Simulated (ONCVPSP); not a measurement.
# Ga: the cost of one run

Method: ONCVPSP 4.0.1.1 (patched build), PBE, scalar-relativistic.

## Step 1: The atom and the settings

The settings as typed:

* element: gallium (Ga, Z = 31)
* type: optimised norm-conserving Vanderbilt (ONCV)
* frozen core: [Ne]
* valence charge: 21
* reference configuration: 3s2 3p6 3d10 (charge +3)
* partial waves: 3s: rc 0.90 bohr, ncon 4, nbas 7, qcut 16.9 1/bohr, 2 projectors, debl 3.4 Ha; 3p: rc 0.65 bohr, ncon 5, nbas 8, qcut 14.6 1/bohr, 2 projectors, debl 2.3 Ha; 3d: rc 1.05 bohr, ncon 4, nbas 8, qcut 15.5 1/bohr, 1 projector
* local potential: polynomial inside 0.45 bohr (lpopt 3, dvloc0 -1 Ha)
* core correction: Teter function fitted to the true core (icmod 2), fcfact 0.4

The nodes and maxima of the atom's own shells, from an earlier all-electron run, set the scale for the radii.

All-electron outer shells of the reference configuration (PBE, scalar-relativistic, ld1.x):

```csv
shell,level (eV),outermost node (bohr),outermost maximum (bohr)
3s,-181.77,0.27,0.56
3p,-132.49,0.24,0.56
3d,-52.49,–,0.53
4s,-36.58,0.80,1.72
4p,-27.20,0.85,2.00
```

## Step 2: The generation run

Ga.dat reads:

```
# ATOM AND REFERENCE CONFIGURATION
# atsym  z   nc   nv     iexc    psfile
  Ga 31.00    3    3        4      upf
#
#   n    l    f
    1    0    2.00
    2    0    2.00
    2    1    6.00
    3    0    2.00
    3    1    6.00
    3    2   10.00
#
# PSEUDOPOTENTIAL AND OPTIMIZATION
# lmax
    2
#
#   l,   rc,      ep,       ncon, nbas, qcut
    0    0.90    0.00    4    7   16.90
    1    0.65    0.00    5    8   14.60
    2    1.05    0.00    4    8   15.50
#
# LOCAL POTENTIAL
# lloc, lpopt,  rc(5),   dvloc0
    4    3    0.45   -1.00
#
# VANDERBILT-KLEINMAN-BYLANDER PROJECTORs
# l, nproj, debl
    0    2    3.40
    1    2    2.30
    2    1    0.80
#
# MODEL CORE CHARGE
# icmod, fcfact, rcfact
    2    0.40    1.00
#
# LOG DERIVATIVE ANALYSIS
# epsh1, epsh2, depsh
   -8.00    5.00    0.04
#
# OUTPUT GRID
# rlmax, drl
    6.00    0.01
#
# TEST CONFIGURATIONS
# ncnf
    4
# nvcnf
#   n    l    f
    5
    3    0    2.00
    3    1    6.00
    3    2   10.00
    4    0    2.00
    4    1    1.00
#
    4
    3    0    2.00
    3    1    6.00
    3    2   10.00
    4    0    2.00
#
    4
    3    0    2.00
    3    1    6.00
    3    2   10.00
    4    0    1.00
#
    5
    3    0    2.00
    3    1    6.00
    3    2   10.00
    4    0    1.00
    4    1    1.00
#
```

Run with:

```bash
$ oncvpsp.x < Ga.dat > Ga.out
```

**Question.** How long does this run take on 1 thread of Neoverse-N1, shared host?

About 5.4 s.
